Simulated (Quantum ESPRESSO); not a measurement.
# Ru (P6_3/mmc) in Quantum ESPRESSO: notebook, part 2 of 2

Quantum ESPRESSO 7.5. Earlier steps stand in the parts before.

### Step 3. Single point, PBEsol

This run uses another cell than the first one, of 13.42 Å³/atom, 1.018 times its volume.

pw.in

```
&CONTROL
  calculation = 'scf'
  prefix = 'pwscf'
  outdir = './tmp'
  pseudo_dir = './pseudo'
  tprnfor = .true.
  tstress = .true.
  disk_io = 'nowf'
/
&SYSTEM
  ibrav = 0
  nat = 2
  ntyp = 1
  ecutwfc = 45
  ecutrho = 360
  nbnd = 24
  occupations = 'smearing'
  smearing = 'mp'
  degauss = 0.00734986
/
&ELECTRONS
  conv_thr = 4d-10
  electron_maxstep = 120
  mixing_beta = 0.5
/
ATOMIC_SPECIES
Ru   101.0700 ru_pbesol_v1.2.uspp.F.UPF
CELL_PARAMETERS angstrom
   2.6762610600    0.0000000000    0.0000000000
  -1.3381305300    2.3177100651    0.0000000000
   0.0000000000    0.0000000000    4.3256700000
ATOMIC_POSITIONS crystal
Ru     0.3333333333    0.6666666667    0.2500000000
Ru     0.6666666667    0.3333333333    0.7500000000
K_POINTS automatic
18 18 11 0 0 0
```

Potentials or basis: GBRV 1.5 PBEsol.

The run is started by

```sh
> OMP_NUM_THREADS=1 pw.x -in pw.in > pw.out
```

pw.out:

```text
This program is part of the open-source Quantum ESPRESSO suite
     for quantum simulation of materials; please cite
[... 9 lines left out ...]
     --------------------
     sticks:   dense  smooth     PW     G-vecs:    dense   smooth      PW
     Sum         637     313    109                20869     7451    1327

     Using Slab Decomposition

     bravais-lattice index     =            0
     lattice parameter (alat)  =       5.0574  a.u.
     unit-cell volume          =     181.0663 (a.u.)^3
     number of atoms/cell      =            2
     number of atomic types    =            1
     number of electrons       =        32.00
     number of Kohn-Sham states=           24
     kinetic-energy cutoff     =      45.0000  Ry
     charge density cutoff     =     360.0000  Ry
     scf convergence threshold =      4.0E-10
     mixing beta               =       0.5000
     number of iterations used =            8  plain     mixing
     Exchange-correlation= SLA  PW   PSX  PSC
                           (   1   4  10   8   0   0   0)

     celldm(1)=   5.057400  celldm(2)=   0.000000  celldm(3)=   0.000000
     celldm(4)=   0.000000  celldm(5)=   0.000000  celldm(6)=   0.000000

     crystal axes: (cart. coord. in units of alat)
               a(1) = (   1.000000   0.000000   0.000000 )
               a(2) = (  -0.500000   0.866025   0.000000 )
               a(3) = (   0.000000   0.000000   1.616311 )

     reciprocal axes: (cart. coord. in units 2 pi/alat)
               b(1) = (  1.000000  0.577350 -0.000000 )
               b(2) = (  0.000000  1.154701  0.000000 )
               b(3) = (  0.000000 -0.000000  0.618693 )

     PseudoPot. # 1 for Ru read from file:
     ru_pbesol_v1.2.uspp.F.UPF
     Pseudo is Ultrasoft + core correction, Zval = 16.0
     Generated by new atomic code, or converted to UPF format
     Using radial grid of  967 points,  6 beta functions with:
                l(1) =   0
                l(2) =   0
                l(3) =   1
                l(4) =   1
                l(5) =   2
                l(6) =   2
     Q(r) pseudized with  8 coefficients,  rinner =    1.300   1.300   1.300
                                                       1.300   1.300

     atomic species   valence    mass     pseudopotential
     Ru               16.00   101.07000     Ru( 1.00)

     24 Sym. Ops., with inversion, found (12 have fractional translation)

   Cartesian axes

     site n.     atom                  positions (alat units)
         1        Ru     tau(   1) = (  -0.0000000   0.5773503   0.4040777  )
         2        Ru     tau(   2) = (   0.5000000   0.2886751   1.2122332  )

     number of k points=   222  Methfessel-Paxton smearing, width (Ry)=  0.0073

     Number of k-points >= 100: set verbosity='high' to print them.

     Dense  grid:    20869 G-vectors     FFT dimensions: (  32,  32,  50)

     Smooth grid:     7451 G-vectors     FFT dimensions: (  24,  24,  36)

     Check: negative core charge=   -0.000001

     Initial potential from superposition of free atoms

     starting charge      30.0000, renormalised to      32.0000

     negative rho (up, down):  1.462E-01 0.000E+00
     Starting wfcs are   26 randomized atomic wfcs

     Self-consistent Calculation

     iteration #  1     ecut=    45.00 Ry     beta= 0.50
     Davidson diagonalization with overlap
     ethr =  1.00E-02,  avg # of iterations =  5.1

     negative rho (up, down):  1.442E-01 0.000E+00

     total energy              =    -387.91905594 Ry
     estimated scf accuracy    <       2.46692309 Ry

     iteration #  2     ecut=    45.00 Ry     beta= 0.50
     Davidson diagonalization with overlap
     ethr =  7.71E-03,  avg # of iterations =  2.0

     negative rho (up, down):  1.448E-01 0.000E+00

     total energy              =    -388.48775349 Ry
     estimated scf accuracy    <       0.02245028 Ry

     iteration #  3     ecut=    45.00 Ry     beta= 0.50
     Davidson diagonalization with overlap
     ethr =  7.02E-05,  avg # of iterations =  4.1

     negative rho (up, down):  1.439E-01 0.000E+00

     total energy              =    -388.49255664 Ry
     estimated scf accuracy    <       0.00052099 Ry

     iteration #  4     ecut=    45.00 Ry     beta= 0.50
     Davidson diagonalization with overlap
     ethr =  1.63E-06,  avg # of iterations =  4.5

     negative rho (up, down):  1.438E-01 0.000E+00

     total energy              =    -388.49262153 Ry
     estimated scf accuracy    <       0.00002512 Ry

     iteration #  5     ecut=    45.00 Ry     beta= 0.50
     Davidson diagonalization with overlap
     ethr =  7.85E-08,  avg # of iterations =  2.7

     negative rho (up, down):  1.435E-01 0.000E+00

     total energy              =    -388.49262894 Ry
     estimated scf accuracy    <       0.00000098 Ry

     iteration #  6     ecut=    45.00 Ry     beta= 0.50
     Davidson diagonalization with overlap
     ethr =  3.07E-09,  avg # of iterations =  2.6

     negative rho (up, down):  1.434E-01 0.000E+00

     total energy              =    -388.49262909 Ry
     estimated scf accuracy    <       0.00000004 Ry

     iteration #  7     ecut=    45.00 Ry     beta= 0.50
     Davidson diagonalization with overlap
     ethr =  1.13E-10,  avg # of iterations =  2.8

     negative rho (up, down):  1.434E-01 0.000E+00

     total energy              =    -388.49262910 Ry
     estimated scf accuracy    <          3.0E-09 Ry

     iteration #  8     ecut=    45.00 Ry     beta= 0.50
     Davidson diagonalization with overlap
     ethr =  9.49E-12,  avg # of iterations =  2.1

     negative rho (up, down):  1.434E-01 0.000E+00

     End of self-consistent calculation

     Number of k-points >= 100: set verbosity='high' to print the bands.

     the Fermi energy is    23.9449 ev

!    total energy              =    -388.49262910 Ry
     estimated scf accuracy    <          3.2E-10 Ry
     smearing contrib. (-TS)   =       0.00001582 Ry
     internal energy E=F+TS    =    -388.49264492 Ry

     The total energy is F=E-TS. E is the sum of the following terms:
     one-electron contribution =     -63.17912061 Ry
     hartree contribution      =      55.56674602 Ry
     xc contribution           =     -51.56277945 Ry
     ewald contribution        =    -329.31749089 Ry

     convergence has been achieved in   8 iterations

     negative rho (up, down):  1.434E-01 0.000E+00

     Forces acting on atoms (cartesian axes, Ry/au):

     atom    1 type  1   force =     0.00000000    0.00000000    0.00000000
     atom    2 type  1   force =    -0.00000000   -0.00000000    0.00000000

     Total force =     0.000000     Total SCF correction =     0.000000

     Computing stress (Cartesian axis) and pressure

     negative rho (up, down):  1.434E-01 0.000E+00
          total   stress  (Ry/bohr**3)                   (kbar)     P=      -31.23
   0.00003866  -0.00000000   0.00000000            5.69       -0.00        0.00
  -0.00000000   0.00003866  -0.00000000           -0.00        5.69       -0.00
   0.00000000  -0.00000000  -0.00071412            0.00       -0.00     -105.05

=------------------------------------------------------------------------------=
   JOB DONE.
=------------------------------------------------------------------------------=
```

Wall time 38 s (1 thread of Intel Xeon 6975P-C (Granite Rapids), shared host); peak memory 0.18 GiB.

Results:

| Property | Result |
| --- | --- |
| Free energy | -5285.7115 eV |
| Pressure | -3.1 GPa |
| Band gap on the k mesh | none (metal or under the smearing width) |

Stress tensor (GPa, compression positive):
```
  0.57   0.00   0.00
  0.00   0.57   0.00
  0.00   0.00 -10.51
```

Levels at points of the mesh, in eV from the Fermi level:
```tsv
k point	band 14	band 15	band 16	band 17	band 18	band 19
(0.00, 0.00, 0.00)	-1.97	-1.97	-1.23	-1.23	1.01	1.24
(0.00, -0.50, 0.00)	-1.76	-1.65	1.62	1.90	2.00	4.19
```

### Step 4. Single point, PBE

This run uses another cell than the first one, of 13.70 Å³/atom, 1.040 times its volume.

Changes to pw.in since step 3:

```diff
@@ -26,7 +26,7 @@
 ATOMIC_SPECIES
-Ru   101.0700 ru_pbesol_v1.2.uspp.F.UPF
+Ru   101.0700 ru_pbe_v1.2.uspp.F.UPF
 CELL_PARAMETERS angstrom
-   2.6762610600    0.0000000000    0.0000000000
-  -1.3381305300    2.3177100651    0.0000000000
-   0.0000000000    0.0000000000    4.3256700000
+   2.6950136400    0.0000000000    0.0000000000
+  -1.3475068200    2.3339502758    0.0000000000
+   0.0000000000    0.0000000000    4.3559800000
 ATOMIC_POSITIONS crystal
```

Potentials or basis: GBRV 1.5 PBE.

The run is started by

```sh
> OMP_NUM_THREADS=1 pw.x -in pw.in > pw.out
```

pw.out:

```text
This program is part of the open-source Quantum ESPRESSO suite
     for quantum simulation of materials; please cite
[... 9 lines left out ...]
     --------------------
     sticks:   dense  smooth     PW     G-vecs:    dense   smooth      PW
     Sum         649     313    109                21421     7511    1387

     Using Slab Decomposition

     bravais-lattice index     =            0
     lattice parameter (alat)  =       5.0928  a.u.
     unit-cell volume          =     184.8992 (a.u.)^3
     number of atoms/cell      =            2
     number of atomic types    =            1
     number of electrons       =        32.00
     number of Kohn-Sham states=           24
     kinetic-energy cutoff     =      45.0000  Ry
     charge density cutoff     =     360.0000  Ry
     scf convergence threshold =      4.0E-10
     mixing beta               =       0.5000
     number of iterations used =            8  plain     mixing
     Exchange-correlation= SLA  PW   PBE  PBE
                           (   1   4   3   4   0   0   0)

     celldm(1)=   5.092838  celldm(2)=   0.000000  celldm(3)=   0.000000
     celldm(4)=   0.000000  celldm(5)=   0.000000  celldm(6)=   0.000000

     crystal axes: (cart. coord. in units of alat)
               a(1) = (   1.000000   0.000000   0.000000 )
               a(2) = (  -0.500000   0.866025   0.000000 )
               a(3) = (   0.000000   0.000000   1.616311 )

     reciprocal axes: (cart. coord. in units 2 pi/alat)
               b(1) = (  1.000000  0.577350 -0.000000 )
[... 24 lines left out ...]
     site n.     atom                  positions (alat units)
         1        Ru     tau(   1) = (  -0.0000000   0.5773503   0.4040777  )
         2        Ru     tau(   2) = (   0.5000000   0.2886751   1.2122332  )

     number of k points=   222  Methfessel-Paxton smearing, width (Ry)=  0.0073

     Number of k-points >= 100: set verbosity='high' to print them.

     Dense  grid:    21421 G-vectors     FFT dimensions: (  32,  32,  50)

     Smooth grid:     7511 G-vectors     FFT dimensions: (  24,  24,  36)

     Check: negative core charge=   -0.000001

     Initial potential from superposition of free atoms

     starting charge      30.0000, renormalised to      32.0000

     negative rho (up, down):  1.519E-01 0.000E+00
     Starting wfcs are   26 randomized atomic wfcs

     Self-consistent Calculation

     iteration #  1     ecut=    45.00 Ry     beta= 0.50
     Davidson diagonalization with overlap
     ethr =  1.00E-02,  avg # of iterations =  5.0

     negative rho (up, down):  1.494E-01 0.000E+00
[... 58 lines left out ...]
     iteration #  8     ecut=    45.00 Ry     beta= 0.50
     Davidson diagonalization with overlap
     ethr =  1.02E-11,  avg # of iterations =  2.3

     negative rho (up, down):  1.486E-01 0.000E+00

     End of self-consistent calculation

     Number of k-points >= 100: set verbosity='high' to print the bands.

     the Fermi energy is    23.4848 ev

!    total energy              =    -388.51656446 Ry
     estimated scf accuracy    <          3.9E-10 Ry
     smearing contrib. (-TS)   =       0.00001632 Ry
     internal energy E=F+TS    =    -388.51658078 Ry

     The total energy is F=E-TS. E is the sum of the following terms:
     one-electron contribution =     -66.35765763 Ry
     hartree contribution      =      56.74811300 Ry
     xc contribution           =     -51.88101885 Ry
     ewald contribution        =    -327.02601729 Ry

     convergence has been achieved in   8 iterations

     negative rho (up, down):  1.486E-01 0.000E+00

     Forces acting on atoms (cartesian axes, Ry/au):

     atom    1 type  1   force =     0.00000000   -0.00000000    0.00000000
     atom    2 type  1   force =    -0.00000000    0.00000000    0.00000000

     Total force =     0.000000     Total SCF correction =     0.000000

     Computing stress (Cartesian axis) and pressure

     negative rho (up, down):  1.486E-01 0.000E+00
          total   stress  (Ry/bohr**3)                   (kbar)     P=        8.33
   0.00029470  -0.00000000   0.00000000           43.35       -0.00        0.00
   0.00000000   0.00029470   0.00000000            0.00       43.35        0.00
   0.00000000   0.00000000  -0.00041961            0.00        0.00      -61.73

=------------------------------------------------------------------------------=
   JOB DONE.
=------------------------------------------------------------------------------=
```

It took 63 s on 1 thread of Arm Neoverse V2, shared host; peak memory 0.18 GiB.

What came out:

| Quantity | Value |
| --- | --- |
| Free energy | -5286.0371 eV |
| Pressure | 0.8 GPa |
| Band gap on the k mesh | none (metal or under the smearing width) |

Stress tensor (GPa, compression positive):
```
 4.34  0.00  0.00
 0.00  4.34  0.00
 0.00  0.00 -6.17
```

### Step 5. Overview

```csv
level,potentials or basis,cell,form of the LDA correlation,gap on the mesh (eV),pressure (GPa)
LDA,GBRV 1.5 LDA,"P6_3/mmc, 13.18 Å³/atom",PZ81,none,-2.7
PBEsol,GBRV 1.5 PBEsol,"P6_3/mmc, 13.42 Å³/atom",-,none,-3.1
PBE,GBRV 1.5 PBE,"P6_3/mmc, 13.7 Å³/atom",-,none,0.8
```

Alike in all rows: task single point; no spin polarisation; k mesh 18 × 18 × 11; cutoff (eV) 612; smearing methfessel-paxton 0.1 eV.

Total energies depend on the potentials used, so only differences within one code and one set of settings carry meaning.
